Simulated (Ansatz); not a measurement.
Consider the interaction energy of a dimer with the counterpoise correction of BFH4Si, SMILES B[SiH2]F (Ansatz's Python interface).

`bfh4si.py`:
```python
'''Interaction energy of two BFH4Si molecules, with the counterpoise correction.'''

import ansatz

SETTINGS = {
    'basis': 'def2-SVP',
    'xc': 'pbe0',
}

FIRST = [
    ('B', (-0.8876, 0.2413, -0.6332)),
    ('Si', (0.6102, -0.1425, 0.4397)),
    ('F', (0.6437, -1.8027, 0.6886)),
    ('H', (-1.5825, -0.565, -1.013)),
    ('H', (-1.1565, 1.4004, -0.9589)),
    ('H', (0.5127, 0.5727, 1.7303)),
    ('H', (1.8603, 0.2958, -0.2532)),
]
SECOND = [
    ('B', (2.717, -5.9595, 4.0489)),
    ('Si', (1.3462, -5.022, 3.1636)),
    ('F', (2.0698, -4.0144, 2.0321)),
    ('H', (3.8088, -5.8204, 3.792)),
    ('H', (2.4593, -6.7657, 4.9464)),
    ('H', (0.5583, -4.2305, 4.1329)),
    ('H', (0.4294, -5.9842, 2.4791)),
]

def energy(atoms, ghosts=()):
    molecule = ansatz.Crystal.molecule()
    for symbol, xyz in atoms:
        molecule = molecule.atom(symbol, xyz)
    calc = (
        molecule.calculation()
        .basis(gaussian=SETTINGS['basis'])
        .functional(SETTINGS['xc'])
    )
    deck = calc.input()
    if ghosts:
        deck = deck.set(ansatz.key.basis.gaussian.ghost_atoms, [{'symbol': s, 'position_ang': list(xyz)} for s, xyz in ghosts])
    return ansatz.Session.from_dict(deck).plan().execute().report['free_energy_ev']


def main() -> None:
    # ghost atoms carry the functions of the partner
    both = energy(FIRST + SECOND)
    alone = energy(FIRST) + energy(SECOND)
    ghosted = energy(FIRST, SECOND) + energy(SECOND, FIRST)
    print(f'dimer {both:.6f} eV')
    print(f'interaction, uncorrected   {96.485332 * (both - alone):8.3f} kJ/mol')
    print(f'interaction, counterpoise  {96.485332 * (both - ghosted):8.3f} kJ/mol')
    print(f'basis-set superposition    {96.485332 * (alone - ghosted):8.3f} kJ/mol')


if __name__ == '__main__':
    main()
```

How large is the interaction at this pose, and how much of it is basis-set superposition?

Uncorrected it is 1.305 kJ/mol, with the counterpoise correction 4.685 kJ/mol; the difference, 3.38 kJ/mol, is the superposition error. In this basis both values are repulsive.

What the script printed:

Running `python bfh4si.py` prints:
```text
dimer -22646.989896 eV
interaction, uncorrected      1.305 kJ/mol
interaction, counterpoise     4.685 kJ/mol
basis-set superposition       3.380 kJ/mol
```

What to keep in mind:
- Total energies depend on the basis set; only differences at equal settings carry meaning.
- The dimer is a generated trial pose of unrelaxed monomers, not a minimum, so the figure is no binding energy, and the basis set is small.
- This level lacks the dispersion part of the attraction (electrostatics and induction are there), which can decide the sign where the interaction is weak.
- Timing: 12 s on 1 thread of Arm Neoverse V1 (shared host), peak memory 0.32 GiB.

(Lines on the test bed's own set-up are left out of the output.)
